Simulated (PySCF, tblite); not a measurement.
# B9N9H12: electronic excitations, NMR shifts

What do calculations give for the electronic excitations, NMR shifts of B9N9H12?

Programs: tblite 0.8.0 and PySCF 2.14.0, with routines of our own; each step states its level. All values are computed. Atoms count from 0.

### 1 The starting structure

30 atoms, charge 0, multiplicity 1; geometry from: force field, distance geometry or constructed start.

### 2 Optimising the geometry with GFN2-xTB

The job: settings as JSON, then the geometry in Å.

```
{"job": {"kind": "relax", "xc": "GFN2-xTB", "basis": "xTB"}, "charge": 0, "multiplicity": 1}
N      0.004900     0.710200    -0.001600
B     -1.258900     1.439600    -0.006900
N     -2.506300     0.709700     0.001000
B     -2.512200    -0.733600    -0.006200
N     -1.256700    -1.464200     0.003400
B     -0.003300    -0.738500    -0.002600
N      2.511600     0.713700    -0.003300
B      1.259100     1.439700     0.001500
N      1.258400    -1.465100    -0.000400
B      2.508700    -0.738800     0.001600
N      5.020800     0.710800    -0.002100
B      3.764700     1.435000    -0.000000
N      3.763800    -1.462300     0.005000
B      5.025100    -0.738600    -0.002700
B     -3.769400     1.442100     0.000200
N     -5.024800     0.712600     0.006300
B     -5.022500    -0.736100     0.000900
N     -3.768300    -1.466400    -0.001000
H     -1.256300     2.608800     0.002500
H     -1.252900    -2.502100     0.002700
H      1.253400     2.610800     0.001500
H      1.254800    -2.501500    -0.000200
H      5.927000     1.236600     0.006600
H      3.763000     2.602700    -0.001500
H      3.767700    -2.500400     0.000900
H      6.030100    -1.323900     0.002500
H     -3.766500     2.609300    -0.000700
H     -5.924200     1.232600     0.001200
H     -6.035600    -1.322600    -0.002000
H     -3.766100    -2.502600     0.003400
```

On the command line:

```sh
OMP_NUM_THREADS=1 python large_run.py task.json out
```

One launch serves the whole session: the jobs run in the order shown.

The program printed:

```text
step      E/eV     max force
  0   -1202.86704    1.542
  1   -1203.06728    0.977
  2   -1203.20477    0.579
  3   -1203.27571    0.577
  4   -1203.31016    0.282
  5   -1203.32164    0.216
  6   -1203.32665    0.114
  7   -1203.32889    0.105
  8   -1203.33090    0.117
  9   -1203.33329    0.105
 10   -1203.33579    0.114
 11   -1203.33775    0.073
 12   -1203.33890    0.059
 13   -1203.33955    0.047
 14   -1203.34009    0.042
 15   -1203.34073    0.057
 16   -1203.34146    0.072
 17   -1203.34202    0.046
 18   -1203.34227    0.026
 19   -1203.34238    0.022
 20   -1203.34248    0.039
 21   -1203.34267    0.053
 22   -1203.34295    0.055
 23   -1203.34330    0.038
 24   -1203.34359    0.036
 25   -1203.34382    0.037
 26   -1203.34399    0.033
 27   -1203.34415    0.026
 28   -1203.34430    0.024
 29   -1203.34443    0.022
 30   -1203.34454    0.019
```

It took 0.39 s on 1 thread of Arm Neoverse V2, shared host; peak memory 0.17 GiB.

Along the way:

| step | energy from step 0 (eV) | largest force (eV/Å) |
| --- | --- | --- |
| 0 | 0.0000 | 1.5422 |
| 1 | -0.2002 | 0.9767 |
| 2 | -0.3377 | 0.5793 |
| 3 | -0.4087 | 0.5772 |
| 4 | -0.4431 | 0.2817 |
| 5 | -0.4546 | 0.2162 |
| 6 | -0.4596 | 0.1146 |
| 7 | -0.4618 | 0.1051 |
| 8 | -0.4639 | 0.1174 |
| 9 | -0.4662 | 0.1044 |
| 11 | -0.4707 | 0.0729 |
| 12 | -0.4719 | 0.0590 |
| 14 | -0.4730 | 0.0420 |
| 16 | -0.4744 | 0.0721 |
| 17 | -0.4750 | 0.0453 |
| 19 | -0.4753 | 0.0220 |
| 21 | -0.4756 | 0.0522 |
| 22 | -0.4759 | 0.0546 |
| 24 | -0.4765 | 0.0351 |
| 26 | -0.4769 | 0.0329 |
| 27 | -0.4771 | 0.0260 |
| 28 | -0.4773 | 0.0241 |
| 29 | -0.4774 | 0.0223 |
| 30 | -0.4775 | 0.0190 |

Distances of close pairs at the start and the end, largest changes first:

| bond | before (Å) | after (Å) | change (Å) |
| --- | --- | --- | --- |
| N12–B13 | 1.454 | 1.410 | -0.044 |
| B16–N17 | 1.451 | 1.410 | -0.041 |
| N10–H22 | 1.048 | 1.009 | -0.039 |
| B14–N15 | 1.452 | 1.416 | -0.036 |
| N10–B11 | 1.450 | 1.416 | -0.034 |
| B5–N8 | 1.456 | 1.423 | -0.033 |
| N15–H27 | 1.039 | 1.008 | -0.030 |
| B3–N4 | 1.453 | 1.422 | -0.030 |

The end geometry stands in the next job.

### 3 Vibrational analysis with GFN2-xTB

The job: settings as JSON, then the geometry in Å.

```
{"job": {"kind": "ir", "xc": "GFN2-xTB", "basis": "xTB"}, "charge": 0, "multiplicity": 1}
N     -0.000574     0.730511     0.000005
B     -1.249857     1.430823     0.000132
N     -2.493612     0.722121    -0.000181
B     -2.489724    -0.721166     0.000414
N     -1.243716    -1.406940    -0.000321
B     -0.000515    -0.714556     0.000317
N      2.492652     0.721960     0.000780
B      1.248714     1.430831    -0.001063
N      1.242702    -1.407188     0.000277
B      2.488804    -0.721537     0.000396
N      4.946391     0.650148     0.000659
B      3.751137     1.409011    -0.000193
N      3.731985    -1.429031     0.000204
B      4.978570    -0.769559     0.002075
B     -3.751774     1.409505     0.000417
N     -4.946580     0.650413     0.000669
B     -4.979285    -0.769088     0.000667
N     -3.732850    -1.428464     0.000478
H     -1.255344     2.602775    -0.001291
H     -1.240420    -2.415965    -0.000310
H      1.254994     2.602931    -0.001260
H      1.240001    -2.416259     0.000100
H      5.823572     1.148149     0.001151
H      3.797242     2.581722     0.000185
H      3.710233    -2.437511     0.000984
H      5.991049    -1.365640     0.002315
H     -3.797870     2.582124     0.000341
H     -5.823507     1.148364     0.000409
H     -5.992135    -1.364553     0.001514
H     -3.711096    -2.436793     0.000035
```

The program printed:

```text
mode    cm-1     km/mol
  1      35.7      0.17
  2      56.2      0.00
  3      96.1      0.00
  4     123.6      0.63
  5     143.6      0.02
  6     176.6      0.12
  7     198.0      0.00
  8     228.2      0.00
  9     264.6      0.49
 10     269.4      0.81
 11     309.3      0.04
 12     323.0      0.08
 13     327.7      0.00
 14     340.9      1.40
 15     348.4      0.00
 16     387.8      0.01
 17     415.6      2.32
 18     461.7      1.11
 19     504.2      0.00
 20     509.5      0.13
 21     528.4      0.03
 22     571.7      5.02
 23     602.6      0.00
 24     618.1     62.89
 25     645.8      0.00
 26     661.9      7.02
 27     665.9      1.72
 28     671.4      0.09
 29     678.8      6.20
 30     685.2     70.68
 31     703.1      0.67
 32     704.5      0.08
 33     711.3    182.68
 34     748.4      8.99
 35     760.5      0.00
 36     765.6      0.09
 37     782.4     32.56
 38     795.5      0.04
 39     800.4     20.57
 40     814.8      2.00
 41     816.3      0.04
 42     819.4    924.32
 43     954.0      5.47
 44     954.3      5.68
 45     995.0      9.76
 46     999.8      5.16
 47    1035.4      0.01
 48    1056.0      0.40
 49    1063.0     17.70
 50    1085.8      4.13
 51    1099.2      2.01
 52    1102.4      0.41
 53    1127.7      0.62
 54    1133.1     10.52
 55    1162.9      3.55
 56    1165.0      0.95
 57    1197.9      1.88
 58    1214.1      1.37
 59    1223.2    121.51
 60    1223.6     13.70
 61    1236.6      3.00
 62    1262.7      0.82
 63    1299.6      7.98
 64    1299.7     11.49
 65    1326.1     73.65
 66    1351.6      0.28
 67    1361.7      0.19
 68    1375.4   1867.99
 69    1391.2   1487.80
 70    1400.9   2897.06
 71    1420.7    608.88
 72    1439.4      7.47
 73    2583.5    423.69
 74    2584.2    208.83
 75    2595.4     49.09
 76    2596.8     90.53
 77    2607.9     16.43
 78    2620.6    537.98
 79    3446.4      0.34
 80    3448.5     16.14
 81    3455.6      8.41
 82    3457.6     10.04
 83    3459.3      2.69
 84    3462.4      2.74
```

Run time: 2.1 s. Hardware: 1 thread of Arm Neoverse V2, shared host; peak memory 0.17 GiB.

Which atoms move in the most intense modes:

| cm⁻¹ | km/mol | atoms |
| --- | --- | --- |
| 819 | 924.3 | H25 12 %, H22 10 % |
| 1375 | 1868.0 |  |
| 1391 | 1487.8 | B3 11 %, B9 11 % |
| 1401 | 2897.1 | B3 11 %, B9 11 % |
| 1421 | 608.9 | B5 32 %, N4 12 %, N8 12 % |
| 2584 | 423.7 | H25 53 %, H28 36 % |
| 2584 | 208.8 | H28 53 %, H25 35 % |
| 2621 | 538.0 | H18 45 %, H20 36 % |

### 4 Electronic excitations: TDA CAM-B3LYP/6-31G*

The job, as its differences from that of step 3:

```diff
@@ -1,2 +1,2 @@
-{"job": {"kind": "ir", "xc": "GFN2-xTB", "basis": "xTB"}, "charge": 0, "multiplicity": 1}
+{"job": {"kind": "uv", "basis": "6-31G*", "grid": 1, "kgrid": 0, "vcut": null, "nstates": 8, "ntriplets": 3, "tda": true, "delta": ["ip_vertical", "ea_vertical"], "pop": true, "xc": "CAM-B3LYP"}, "charge": 0, "multiplicity": 1}
 N     -0.000574     0.730511     0.000005
```

Level: TDA CAM-B3LYP/6-31G*, vertical, gas phase, core orbitals frozen in the response.

The program printed:

```text
start: PBE on a coarse grid of 25475 points
cycle   1  E = -723.3705775445  dE =  2.735e+00  |g| = 1.123e+00  |ddm| = 5.971e+00
cycle   2  E = -722.8715256370  dE =  4.991e-01  |g| = 1.853e+00  |ddm| = 2.644e+00
cycle   3  E = -723.6616236025  dE = -7.901e-01  |g| = 1.942e-01  |ddm| = 1.758e+00
cycle   4  E = -723.6709448877  dE = -9.321e-03  |g| = 5.975e-02  |ddm| = 2.152e-01
cycle   5  E = -723.6716248893  dE = -6.800e-04  |g| = 2.442e-02  |ddm| = 5.660e-02
cycle   6  E = -723.6717556892  dE = -1.308e-04  |g| = 7.646e-03  |ddm| = 2.774e-02
final grid: 112481 points
cycle   7  E = -724.1246760295  dE = -1.347e-02  |g| = 8.647e-02  |ddm| = 3.263e-01
cycle   8  E = -724.1252122957  dE = -5.363e-04  |g| = 7.262e-02  |ddm| = 1.051e-01
cycle   9  E = -724.1263272747  dE = -1.115e-03  |g| = 1.144e-02  |ddm| = 5.178e-02
cycle  10  E = -724.1263599824  dE = -3.271e-05  |g| = 3.692e-03  |ddm| = 1.259e-02
cycle  11  E = -724.1263653614  dE = -5.379e-06  |g| = 1.003e-03  |ddm| = 4.013e-03
cycle  12  E = -724.1263646526  dE =  7.088e-07  |g| = 3.332e-04  |ddm| = 1.049e-03
cycle  13  E = -724.1263634633  dE =  1.189e-06  |g| = 8.252e-05  |ddm| = 4.589e-04
converged SCF energy = -724.1263634633
Vertical ionisation energy (delta-SCF) = 8.6864 eV   <S^2> = 0.771

Static polarisability (au): isotropic 149.644, principal 70.370 150.799 227.762

Singlet excitations
state   eV       nm        f      main configurations
  1   6.6388    186.8   0.07338   H->L 0.72, H-2->L+1 0.15
  2   6.7580    183.5   0.10870   H-2->L 0.47, H->L+1 0.23, H->L+2 0.11
  3   7.0685    175.4   0.46125   H-1->L 0.68, H->L+1 0.14
  4   7.4805    165.7   1.90004   H->L+2 0.70
  5   7.6126    162.9   0.00270   H->L+3 0.24, H-3->L 0.21, H-2->L+1 0.12
  6   7.7294    160.4   0.00000   H-5->L 0.69, H-7->L+1 0.10
  7   7.7541    159.9   0.02654   H-1->L+2 0.28, H-1->L+1 0.22, H->L 0.09
  8   7.8723    157.5   0.00000   H->L+5 0.80

Triplet excitations (Tamm-Dancoff, eV): 6.1890 6.2926 6.4121
```

Wall time 78 s (1 thread of Arm Neoverse V2, shared host); peak memory 0.65 GiB.

The orbitals next to the gap, with their largest atomic shares:

| orbital | eV | atoms |
| --- | --- | --- |
| HOMO−4 | -9.88 | N10 21 %, N15 21 %, N8 11 % |
| HOMO−3 | -9.55 | N12 19 %, N17 19 %, N6 14 % |
| HOMO−2 | -8.89 | N10 21 %, N15 21 %, N6 11 % |
| HOMO−1 | -8.72 | N0 24 %, N12 15 %, N17 15 % |
| HOMO | -8.14 | N8 24 %, N4 24 %, N12 10 % |
| LUMO | 1.26 | B7 23 %, B1 23 %, B14 12 % |
| LUMO+1 | 1.93 | B14 18 %, B11 18 %, B16 18 % |
| LUMO+2 | 2.29 | B5 25 %, B9 16 %, B3 16 % |
| LUMO+3 | 2.71 | B11 14 %, B14 14 %, B1 13 % |

With each of the 8 states as a Gaussian band of 0.4 eV half-width at 1/e, the curve within the window shown has maxima at 167 nm (ε 85,000) L/(mol cm). Beyond the last state computed it falls off for lack of states. The curve at chosen wavelengths:

```json
{"nm": "152", "ε (L/mol/cm)": "4249"}
{"nm": "154", "ε (L/mol/cm)": "9683"}
{"nm": "156", "ε (L/mol/cm)": "19022"}
{"nm": "158", "ε (L/mol/cm)": "32512"}
{"nm": "160", "ε (L/mol/cm)": "48822"}
{"nm": "163", "ε (L/mol/cm)": "72057"}
{"nm": "165", "ε (L/mol/cm)": "81912"}
{"nm": "167", "ε (L/mol/cm)": "84986"}
{"nm": "169", "ε (L/mol/cm)": "81540"}
{"nm": "171", "ε (L/mol/cm)": "73398"}
{"nm": "173", "ε (L/mol/cm)": "62948"}
{"nm": "175", "ε (L/mol/cm)": "52235"}
{"nm": "177", "ε (L/mol/cm)": "42519"}
{"nm": "180", "ε (L/mol/cm)": "30752"}
{"nm": "182", "ε (L/mol/cm)": "24678"}
{"nm": "184", "ε (L/mol/cm)": "19726"}
{"nm": "186", "ε (L/mol/cm)": "15651"}
{"nm": "188", "ε (L/mol/cm)": "12269"}
{"nm": "190", "ε (L/mol/cm)": "9458"}
{"nm": "192", "ε (L/mol/cm)": "7141"}
{"nm": "194", "ε (L/mol/cm)": "5262"}
{"nm": "197", "ε (L/mol/cm)": "3164"}
{"nm": "199", "ε (L/mol/cm)": "2175"}
{"nm": "201", "ε (L/mol/cm)": "1451"}
{"nm": "203", "ε (L/mol/cm)": "940"}
{"nm": "205", "ε (L/mol/cm)": "591"}
```

Ground-state properties from the same run:

| property | computed |
| --- | --- |
| dipole moment (D) | 4.18 |
| polarisability (Å³) | 22.17 |
| HOMO–LUMO gap (eV) | 9.40 |
| −ε(HOMO) (eV) | 8.14 |

### 5 NMR shifts: GIAO WP04/pcSseg-1

The job, as its differences from that of step 4:

```diff
@@ -1,2 +1,2 @@
-{"job": {"kind": "uv", "basis": "6-31G*", "grid": 1, "kgrid": 0, "vcut": null, "nstates": 8, "ntriplets": 3, "tda": true, "delta": ["ip_vertical", "ea_vertical"], "pop": true, "xc": "CAM-B3LYP"}, "charge": 0, "multiplicity": 1}
+{"job": {"kind": "nmr", "basis": "pcSseg-1", "pop": false, "xc": "WP04"}, "charge": 0, "multiplicity": 1}
 N     -0.000574     0.730511     0.000005
```

Level: GIAO WP04/pcSseg-1 NMR shielding, non-relativistic, gas phase.

The program printed:

```text
start: PBE on a coarse grid of 25475 points
cycle   1  E = -723.0945706081  dE =  2.665e+00  |g| = 1.122e+00  |ddm| = 5.299e+00
cycle   2  E = -722.5728023613  dE =  5.218e-01  |g| = 1.898e+00  |ddm| = 2.389e+00
cycle   3  E = -723.3752034019  dE = -8.024e-01  |g| = 1.932e-01  |ddm| = 1.621e+00
cycle   4  E = -723.3842126261  dE = -9.009e-03  |g| = 6.044e-02  |ddm| = 1.990e-01
cycle   5  E = -723.3848955209  dE = -6.829e-04  |g| = 2.370e-02  |ddm| = 5.047e-02
cycle   6  E = -723.3850055928  dE = -1.101e-04  |g| = 8.748e-03  |ddm| = 2.534e-02
final grid: 238968 points
cycle   7  E = -741.6655925534  dE =  1.966e-03  |g| = 6.190e-01  |ddm| = 8.110e-01
cycle   8  E = -741.5701937853  dE =  9.540e-02  |g| = 9.073e-01  |ddm| = 8.529e-01
cycle   9  E = -741.7391412087  dE = -1.689e-01  |g| = 4.210e-02  |ddm| = 5.438e-01
cycle  10  E = -741.7395275572  dE = -3.863e-04  |g| = 1.552e-02  |ddm| = 4.123e-02
cycle  11  E = -741.7395740319  dE = -4.647e-05  |g| = 3.959e-03  |ddm| = 1.038e-02
cycle  12  E = -741.7395788241  dE = -4.792e-06  |g| = 1.043e-03  |ddm| = 3.722e-03
cycle  13  E = -741.7395785512  dE =  2.729e-07  |g| = 1.805e-04  |ddm| = 8.366e-04
cycle  14  E = -741.7395773424  dE =  1.209e-06  |g| = 1.051e-04  |ddm| = 1.885e-04
cycle  15  E = -741.7395771376  dE =  2.048e-07  |g| = 1.706e-05  |ddm| = 7.226e-05
converged SCF energy = -741.7395771376

GIAO shielding tensors (ppm)
atom      isotropic    diamagn.    paramagn.     s11        s22        s33       span
  0 N      102.361     342.939    -240.579     17.905     27.138    262.038    244.134
  1 B       56.858     198.871    -142.013     38.866     41.773     89.935     51.069
  2 N      103.381     336.567    -233.185     17.001     28.722    264.420    247.419
  3 B       71.030     199.700    -128.670     51.620     63.421     98.049     46.428
  4 N      156.220     337.176    -180.956     93.234    179.593    195.834    102.600
  5 B       70.549     201.159    -130.610     49.823     65.815     96.010     46.187
  6 N      103.326     336.563    -233.237     16.917     28.715    264.345    247.427
  7 B       56.848     198.863    -142.015     38.865     41.760     89.918     51.053
  8 N      156.212     337.172    -180.960     93.236    179.592    195.807    102.570
  9 B       71.017     199.712    -128.695     51.599     63.413     98.038     46.439
 10 N      122.284     322.562    -200.278     -7.224    152.669    221.407    228.631
 11 B       62.550     195.956    -133.406     38.759     49.308     99.583     60.824
 12 N      138.426     330.204    -191.778     40.249    165.807    209.221    168.973
 13 B       67.218     193.701    -126.483     40.238     55.100    106.316     66.078
 14 B       62.570     195.963    -133.393     38.765     49.347     99.598     60.833
 15 N      122.335     322.531    -200.196     -7.175    152.678    221.502    228.677
 16 B       67.235     193.726    -126.491     40.244     55.132    106.330     66.085
 17 N      138.471     330.194    -191.723     40.303    165.792    209.318    169.015
 18 H       27.173      35.527      -8.354     23.604     28.433     29.484      5.881
 19 H       28.586      38.047      -9.461     21.571     30.709     33.477     11.906
 20 H       27.171      35.522      -8.351     23.603     28.432     29.479      5.877
 21 H       28.585      38.046      -9.461     21.571     30.707     33.476     11.905
 22 H       26.646      22.523       4.123     22.275     26.138     31.524      9.249
 23 H       27.519      30.979      -3.460     24.396     28.855     29.305      4.909
 24 H       27.622      32.245      -4.623     21.905     28.796     32.164     10.259
 25 H       27.904      25.557       2.348     25.094     28.233     30.387      5.293
 26 H       27.520      30.979      -3.459     24.397     28.856     29.307      4.909
 27 H       26.654      22.523       4.131     22.279     26.148     31.534      9.255
 28 H       27.905      25.560       2.345     25.094     28.234     30.386      5.292
 29 H       27.626      32.249      -4.623     21.908     28.801     32.171     10.263
```

Run time: 44 s. Hardware: 1 thread of Arm Neoverse V2, shared host; peak memory 0.79 GiB.

The references, computed at this level on geometries of the same kind, shield at (ppm): ¹H TMS 32.00, ¹⁵N NH3 249.2, ¹¹B BF3·OEt2 95.2. Their shielding less the atom's gives the shift. The references are single molecules in the gas phase, so shifts against H2O, NH3, PH3, H3PO4 or CFCl3 are not on the usual liquid scales and can be off by tens of ppm. Atoms listed in one row are averaged.

| atoms | environment | σ (ppm) | δ (ppm) |
| --- | --- | --- | --- |
| H22, H27 | hydrogen on a nitrogen bonded to 2 B | 26.65 | 5.35 |
| H18, H20 | hydrogen on a boron bonded to 2 N | 27.17 | 4.82 |
| H23, H26 | hydrogen on a boron bonded to 2 N | 27.52 | 4.48 |
| H24, H29 | hydrogen on a nitrogen bonded to 2 B | 27.62 | 4.37 |
| H25, H28 | hydrogen on a boron bonded to 2 N | 27.90 | 4.09 |
| H19, H21 | hydrogen on a nitrogen bonded to 2 B | 28.59 | 3.41 |
| N0 | nitrogen bonded to 3 B | 102.4 | 146.9 |
| N2, N6 | nitrogen bonded to 3 B | 103.4 | 145.9 |
| N10, N15 | nitrogen bonded to 2 B, H | 122.3 | 126.9 |
| N12, N17 | nitrogen bonded to 2 B, H | 138.4 | 110.8 |
| N4, N8 | nitrogen bonded to 2 B, H | 156.2 | 93.0 |
| B1, B7 | boron bonded to 2 N, H | 56.9 | 38.3 |
| B11, B14 | boron bonded to 2 N, H | 62.6 | 32.6 |
| B13, B16 | boron bonded to 2 N, H | 67.2 | 27.9 |
| B5 | boron bonded to 3 N | 70.5 | 24.6 |
| B3, B9 | boron bonded to 3 N | 71.0 | 24.1 |

Ring of atoms N0, B1, N2, B3, N4, B5: NICS(0) -1.5, NICS(1) -1.9, NICS(1)zz 0.8 ppm (means of both faces).

Ring of atoms N2, B3, B14, N15, B16, N17: NICS(0) -1.8, NICS(1) -2.2, NICS(1)zz -1.2 ppm (means of both faces).

### 6 What came out

| quantity | value |
| --- | --- |
| strongest single infrared mode (GFN2-xTB) | 1401 cm⁻¹, 2897 km/mol |
| zero-point energy (GFN2-xTB) | 133.4 kcal/mol |
| lowest singlet (CAM-B3LYP/6-31G*) | 6.64 eV (187 nm), f = 0.073 |
| brightest single state of those computed | state 4, 7.48 eV, f = 1.900 |
| lowest triplet | 6.19 eV |
| vertical ionisation energy (ΔSCF) | 8.69 eV |
| ¹H shifts against TMS (WP04/pcSseg-1, means over atoms taken as alike) | 5.35, 4.82, 4.48, 4.37, 4.09, 3.41 ppm |
| ¹⁵N shifts against NH3 (WP04/pcSseg-1, means over atoms taken as alike) | 146.9, 145.9, 126.9, 110.8, 93.0 ppm |
| ¹¹B shifts against BF3·OEt2 (WP04/pcSseg-1, means over atoms taken as alike) | 38.3, 32.6, 27.9, 24.6, 24.1 ppm |

What this shows: No mode is imaginary among the 84: a minimum at this level. The strongest single mode, at 1401 cm⁻¹, is spread over many atoms; the largest shares are those of B3, B9. Unscaled tight-binding wavenumbers are off by several per cent, some by more. Its intensities can rank the bands wrongly. The lowest singlet, at 6.64 eV, is HOMO→LUMO 0.72, HOMO−2→LUMO+1 0.15 and is bright; of the 8 states computed, the strongest absorption comes from state 4 at 7.48 eV. The lowest triplet lies 0.45 eV below the lowest singlet. The basis of CAM-B3LYP/6-31G* has no diffuse functions, so Rydberg states are missing and the high states are unreliable. ΔSCF puts the ionisation energy at 8.69 eV, 0.55 eV above −ε(HOMO).
